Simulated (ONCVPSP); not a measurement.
**Pseudopotential generation for beryllium: ONCV, PBE**

Task: generate the file, and judge it by its errors in other configurations, its logarithmic derivatives, its ghosts and its cutoff.

Program: ONCVPSP 4.0.1. Reference atom: PBE, scalar-relativistic, spherical and spin-unpolarised. All values are calculated.

## (1) Starting point

The settings as typed:

| Property | Result |
| --- | --- |
| element | beryllium (Be, Z = 4) |
| type | optimised norm-conserving Vanderbilt (ONCV) |
| frozen core | none |
| valence charge | 4 |
| reference configuration | 1s2 2s2 |
| partial waves | 1s+2s: rc 0.85 bohr, ncon 5, nbas 10, qcut 11 1/bohr, 2 projectors; p scattering state at 0.26 Ha: rc 4.00 bohr, ncon 3, nbas 8, qcut 4 1/bohr, 2 projectors, debl 2.1 Ha; d scattering state at 0.18 Ha: rc 3.60 bohr, ncon 4, nbas 9, qcut 2.7 1/bohr, 2 projectors, debl 3.6 Ha |
| local potential | polynomial inside 0.85 bohr (lpopt 3, dvloc0 -1 Ha) |
| core correction | not asked for |

## (2) Generating the potential

Be.dat reads:

```
# ATOM AND REFERENCE CONFIGURATION
# atsym  z   nc   nv     iexc    psfile
  Be 4.00    0    2        4      upf
#
#   n    l    f
    1    0    2.00
    2    0    2.00
#
# PSEUDOPOTENTIAL AND OPTIMIZATION
# lmax
    2
#
#   l,   rc,      ep,       ncon, nbas, qcut
    0    0.85    0.00    5   10   11.00
    1    4.00    0.26    3    8    4.00
    2    3.60    0.18    4    9    2.70
#
# LOCAL POTENTIAL
# lloc, lpopt,  rc(5),   dvloc0
    4    3    0.85   -1.00
#
# VANDERBILT-KLEINMAN-BYLANDER PROJECTORs
# l, nproj, debl
    0    2    1.30
    1    2    2.10
    2    2    3.60
#
# MODEL CORE CHARGE
# icmod, fcfact, rcfact
    0    0.00    0.00
#
# LOG DERIVATIVE ANALYSIS
# epsh1, epsh2, depsh
   -5.00    5.00    0.04
#
# OUTPUT GRID
# rlmax, drl
    6.00    0.01
#
# TEST CONFIGURATIONS
# ncnf
    4
# nvcnf
#   n    l    f
    2
    1    0    2.00
    2    0    1.00
#
    2
    1    0    2.00
    2    0    0.00
#
    2
    1    0    2.00
    2    0    1.50
#
    3
    1    0    2.00
    2    0    0.00
    2    1    1.00
#
```

Launch:

```
$ oncvpsp.x < Be.dat > Be.out
```

**Question.** What will these runs give? Wanted: cutoffs for 1 and 0.1 mHa per electron, occupied waves; bound ghosts; GHOST(+) flags; largest test error; largest phase difference near zero energy, channels read; projector energies reset by the program.

As calculated:

| quantity | value |
| --- | --- |
| cutoffs for 1 and 0.1 mHa per electron, occupied waves | 91 Ha and 377 Ha |
| bound ghosts | none found |
| GHOST(+) flags | none at low energy |
| largest test error (AE − PS) | -170 meV, for 1s2 2s0 2p1 |
| largest phase difference near zero energy, channels read | 0.180 rad |
| projector energies reset by the program | p: -0.074, 2.026 Ha |

In words: By total energies transferability is poor: the largest error is 170 meV on 13.5 eV, for 1s2 2s0 2p1. By its cutoff, 91 Ha for the looser tolerance, it is very hard. The tighter tolerance needs 377 Ha, and converged work needs a cutoff nearer that. At the looser tolerance the 1s wave is the slowest; 2s needs 52 Ha. The program's ghost test flags no bound state. Near zero energy the largest phase difference among the channels read is 0.18 rad, in the p channel. All of this concerns the isolated atom, not yet a solid.
